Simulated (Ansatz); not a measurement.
Run this with the Ansatz DFT code, driven from Python and show what comes out.

Contents of `POSCAR_snse`:
```text
SnSe
1.0
   0.00000000    3.01000000    3.01000000
   3.01000000    0.00000000    3.01000000
   3.01000000    3.01000000    0.00000000
Sn Se
1 1
Direct
   0.00000000    0.00000000    0.00000000
   0.50000000    0.50000000    0.50000000
```

The script, `slab_snse.py`:
```python
'''A surface of SnSe: energy and work function.'''

import warnings

import ansatz as az
from ase.build import surface
from ase.io import read
import numpy as np

warnings.simplefilter('ignore', az.DeckWarning)

atoms = read('POSCAR_snse', format='vasp')
# the plane is named in the basis of this cell
slab = surface(atoms, (0, 1, 0), 2, vacuum=6.0)
slab.pbc = True

print(slab.get_chemical_formula(), 'area {:.3f} A^2, cell height {:.2f} A'.format(np.linalg.norm(np.cross(slab.cell[0], slab.cell[1])), slab.cell[2, 2]))


def prepared(structure):
    return (
        az.Crystal.from_ase(structure).calculation()
        .functional('r2scan')
        .occupations('fermi_dirac', width=200 * az.meV)
        .scf(tolerance=1e-08)
        .basis(450)
    )


setup = (
    prepared(slab)
    .kpoints(4, 4, 1)
    .electric_field(axis=3, dipole_correction=True)
    .potential()
    .forces()
)
res = setup.run()
summary = res.report

print(f'slab free energy {summary["free_energy_ev"]:.4f} eV, Fermi level {summary["fermi_energy_ev"]:.3f} eV')
face = summary['work_function']
print('work function (eV), upper and lower face:', *(round(face[k], 3) for k in ('phi_plus_ev', 'phi_minus_ev') if face.get(k) is not None))
print(f'dipole {face["dipole_moment_e_ang"]:+.4f} e A')

# surface energy from the bulk energy at the same settings
bulk = prepared(atoms).kpoints(7, 7, 7).run().report
excess = summary['free_energy_ev'] - bulk['free_energy_ev'] * len(slab) / len(atoms)
area = np.linalg.norm(np.cross(slab.cell[0], slab.cell[1]))
print(f'mean surface energy {excess / (2 * area) * 16.02177:.3f} J/m^2 ({1000 * excess / (2 * area):.1f} meV/A^2)')

v = res.potential()
profile = (v.v_es_ev + (0 if v.v_field_ev is None else v.v_field_ev)).mean(axis=(0, 1))
height = res.lattice.cell_ang[2][2]
print('z (A)   planar potential less the Fermi level (eV)')
for i in range(0, len(profile), max(len(profile) // 24, 1)):
    print(f'{i * height / len(profile):6.2f} {profile[i] - summary["fermi_energy_ev"]:9.3f}')
```

```console
$ python slab_snse.py
Se2Sn2 area 15.693 A^2, cell height 17.21 A
RunWarning: efield: at this solve's end the planar-averaged density reaches 3.17e-5 e/Å³ inside the ramp window [0.8919, 0.1081] (bound 1e-5 e/Å³); the window's nearer edge stands 4.14 Å from this solve's nearest atom along the axis. Its work functions, free energy, forces, stress, dipole, levels and responses can be [...]
RunWarning: The output density's exchange-correlation potential varies sharply where the density is thin. Do not read a vacuum level from v_tot or v_xc, or from such a field of the output density. On a cell that repeats whose density bears no net charge and no dipole along the vacuum's axis use v_es (v_loc + v_h of [...]
slab free energy -23033.8756 eV, Fermi level 0.599 eV
work function (eV), upper and lower face: 6.088 3.749
dipole -0.2028 e A
mean surface energy 0.674 J/m^2 (42.0 meV/A^2)
z (A)   planar potential less the Fermi level (eV)
  0.00     4.919
  0.72     3.945
  1.43     3.750
  2.15     3.747
  2.87     3.734
  3.59     3.658
  4.30     3.211
  5.02     0.604
  5.74    -1.363
  6.46    -2.314
  7.17    -2.273
  7.89    -2.004
  8.61    -1.943
  9.32    -0.261
 10.04    -1.423
 10.76    -0.708
 11.48     0.375
 12.19     4.313
 12.91     5.900
 13.63     6.068
 14.34     6.086
 15.06     6.088
 15.78     6.088
 16.50     5.894
```
(Warnings from the package without file and line, shortened.)

Reading the output:
- The settings weren't tested for convergence.
- The cutoff lies under the one recommended for these potentials.
- The density doesn't vanish in the vacuum (a short gap or a low cutoff), which blurs the vacuum level.
- Only differences from the Fermi energy are physical; the zero of the scale is a convention.
- A Fermi-Dirac width this large means warm electrons, whose thermal share enters the free energy.
- In a crystal with a gap the Fermi level's place inside it depends on smearing and mesh.
- In a slab with a gap the Fermi level, and so this work function, hangs on the smearing.
- The starting cell is as deposited in a crystallographic database; the results hold for this polymorph, which needn't be the stable one.
- The slab is thin and cut from the structure as given; a cut can leave two unlike or polar faces, and the surface energy is then their mean. Miller indices refer to the vectors of the cell as typed, and the lattice isn't relaxed for this functional, so relaxation and surface energy can hold strain.
- The script silences the warnings on its input, which a real study should read.
- Hardware and time: 15 s on 1 thread of Arm Neoverse V2, on a shared host, peak memory 0.93 GiB.

(Lines on the test bed's own set-up are left out of the output.)
